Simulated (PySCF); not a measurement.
# C7H10S2: the cost of one run

Programs: PySCF 2.14.0, with density-fitted response routines of our own. Each step states its level of theory. These are calculated values for one molecule, in the gas phase or a continuum, unless marked as measured. Atoms count from 0, in the outputs and in this text.

## (1) Starting geometry

19 atoms, charge 0, multiplicity 1; geometry from: GFN2-xTB. The atoms were then displaced at random by about 0.01 Å, so the start is not that level's minimum.

Bonds of the start (Å): C0–C1 1.45, C1–C2 1.20, C2–C3 1.42, C3–C4 1.36, C4–S5 1.75, S5–C6 1.81, C3–S7 1.77, S7–C8 1.80, C0–H9 1.08, C0–H10 1.06, C0–H11 1.10, C4–H12 1.08, C6–H13 1.07, C6–H14 1.10, C6–H15 1.10, C8–H16 1.11, C8–H17 1.08, C8–H18 1.08.

## (2) Optimising the geometry at PBE0-D3(BJ)/def2-SVP

What the job is given:

```
{"job": {"xc": "PBE0", "basis": "def2-SVP", "d3": "d3bj", "grid": 1, "shake": 0.01, "kind": "geom"}, "charge": 0, "multiplicity": 1}
C     -0.547610    -3.176270    -0.851640
C     -0.173250    -1.858370    -0.368010
C      0.110630    -0.761680     0.030440
C      0.553620     0.503570     0.509400
C     -0.308780     1.548940     0.568640
S     -1.990860     1.495900     0.092000
C     -2.430020     3.223630     0.403800
S      2.218880     0.713450     1.069210
C      2.936060    -0.877070     0.623400
H     -0.451150    -3.903690    -0.063730
H      0.035080    -3.435820    -1.704330
H     -1.607910    -3.121040    -1.153910
H      0.005460     2.517940     0.941270
H     -1.845460     3.880120    -0.207410
H     -3.489210     3.317200     0.130680
H     -2.307540     3.468430     1.464440
H      2.840520    -1.017020    -0.469540
H      2.437780    -1.680220     1.150690
H      3.983040    -0.830930     0.885670
```

Run with:

```console
> OMP_NUM_THREADS=1 python probes_run.py task.json out
```

The driver reads the jobs from task.json and runs them one after another.

Q: Estimate the wall time and peak memory of this first job on 1 thread of INTEL XEON PLATINUM 8581C at 2.30GHz, shared host.

About 2.3 min, with a peak of 0.83 GiB.
